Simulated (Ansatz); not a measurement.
Li3Zn, space group Fm-3m, a frozen displacement of one atom

With Ansatz 0.2.0, Python API.

Run as a notebook:

In [1]:
```python
import warnings

import ansatz as az
import numpy as np
```

In [2]:
```python
warnings.simplefilter('ignore', az.DeckWarning)
```

In [3]:
```python
lattice = az.Lattice.of(
    (0.0, 3.17186115, 3.17186115),
    (3.17186115, 0.0, 3.17186115),
    (3.17186115, 3.17186115, 0.0),
)
sites = [
    ('Li', (0.25, 0.25, 0.25)),
    ('Li', (0.75, 0.75, 0.75)),
    ('Li', (0.5, 0.5, 0.5)),
    ('Zn', (0.0, 0.0, 0.0)),
]
crystal = az.Crystal(lattice=lattice)
for symbol, position in sites:
    crystal = crystal.atom(symbol, position)
```

In [4]:
```python
[site.symbol for site in crystal.resolved().sites]
```
Out [4]:
```text
['Li', 'Li', 'Li', 'Zn']
```

In [5]:
```python
inverse = np.linalg.inv(np.array(crystal.lattice.vectors))
home = np.array(crystal.sites[0].position)
values = np.linspace(-0.05, 0.05, 5)
energies, pulls = [], []
for shift in values:
    moved = crystal.move(0, to=home + shift * inverse[0])
    base = (
        moved.calculation()
        .functional(az.Functional.PBESOL)
        .kpoints(6)
        .basis(510)
        .pseudopotentials('paw')
        .occupations(az.OccupationsMethod.FERMI_DIRAC, width=0.1)
        .forces()
    )
    data = base.run().report
    energies.append(data['free_energy_ev'])
    pulls.append(data['forces_ev_ang'][0][0])
```

In [6]:
```python
# the force is minus the slope of the free energy
print('shift (A)   dE (eV)   force along x (eV/A)')
for shift, e, f in zip(values, energies, pulls):
    print(f'{shift:8.3f} {e - energies[2]:10.5f} {f:12.4f}')
print(f'stiffness from energies {2 * np.polyfit(values, energies, 2)[0]:.3f}, from forces {-np.polyfit(values, pulls, 1)[0]:.3f} eV/A^2')
```
```text
shift (A)   dE (eV)   force along x (eV/A)
  -0.050    0.00312       0.1250
  -0.025    0.00078       0.0625
   0.000    0.00000      -0.0000
   0.025    0.00078      -0.0625
   0.050    0.00312      -0.1250
stiffness from energies 2.500, from forces 2.500 eV/A^2
```

The curvature of the energy gives 2.500 eV/Å² and the slope of the force 2.500 eV/Å², a positive curvature.

Caveats:
- For a metal this k-point mesh is coarse: on a finer one energies can move by several to tens of meV an atom and pressures by half a GPa or more, differences at one mesh by less.
- In a metal a curvature from energy changes of a few meV or less hangs on mesh and smearing, in size and even in sign.
- This cell is a computed structure, which may not be the phase found in nature.
- All periodic images of the atom move with it, so the curvature is one diagonal element of the zone-centre force constants and no normal mode; a positive value doesn't exclude soft modes in which several atoms move.
- Timing: 23 s on 1 thread of Arm Neoverse V2 (shared host), peak memory 0.45 GiB.
